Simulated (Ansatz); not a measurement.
# ZnS: the cost of one run

Program: Ansatz 0.2.0. Level of theory: DFT LDA, scalar-relativistic, plane waves, PAW. These are calculated values, not measurements.

2 further runs of the same task are left out: 2 set aside as unsound or not needed.

**1. Starting point**

The structure is cubic, space group F-43m (No. 216). The conventional cell has a = 5.297 Å, b = 5.297 Å, c = 5.297 Å, α = 90.00°, β = 90.00°, γ = 90.00°. Around Zn (site symmetry -43m) lie 4 S at 2.29 Å. S (site symmetry -43m) is surrounded by 4 Zn at 2.29 Å.

As a file:

```xyz
2
Lattice="0.0000 2.6483 2.6483 2.6483 0.0000 2.6483 2.6483 2.6483 0.0000" Properties=species:S:1:pos:R:3 pbc="T T T"
Zn    0.0000    0.0000    0.0000
S     3.9725    3.9725    3.9725
```

This cell was relaxed beforehand with the same method: volume 18.57 Å³/atom, gap on the mesh 2.13 eV.

**2. Relaxing at 1 GPa**

At a set pressure the run lowers the enthalpy E + PV, so the energy alone may rise along the way.

Contents of input.yaml:

```yaml
crystal:
  lattice:
    - [0.0, 2.648344701, 2.648344701]
    - [2.648344701, 0.0, 2.648344701]
    - [2.648344701, 2.648344701, 0.0]
  atoms:
    - { symbol: Zn, position: [0.0, 0.0, 0.0] }
    - { symbol: S, position: [0.75, 0.75, 0.75] }
basis:
  ecutwfc: 420
kpoints:
  mp_grid: { grid: [10, 10, 10] }
hamiltonian:
  xc: lda
scf:
  occupations: { method: fixed }
output:
  forces: true
  stress: true
  eigenvalues: true
relax:
  adjacent_minimum: "off"
  f_tol: 0.001
  max_steps: 60
  cell: { stress_tol: 0.02, p_target: 1.0 }
```

The run is started by

```bash
ansatz run input.yaml --threads 1 --pin off --max-ram 3072MiB --backend cpu --events-out ev --progress --plain --runs-dir out
```

Q: Estimate wall time and peak memory on 1 thread of Intel Xeon at 2.50GHz (Skylake/Cascade Lake), shared host.

About 26 s, with a peak of 0.34 GiB.
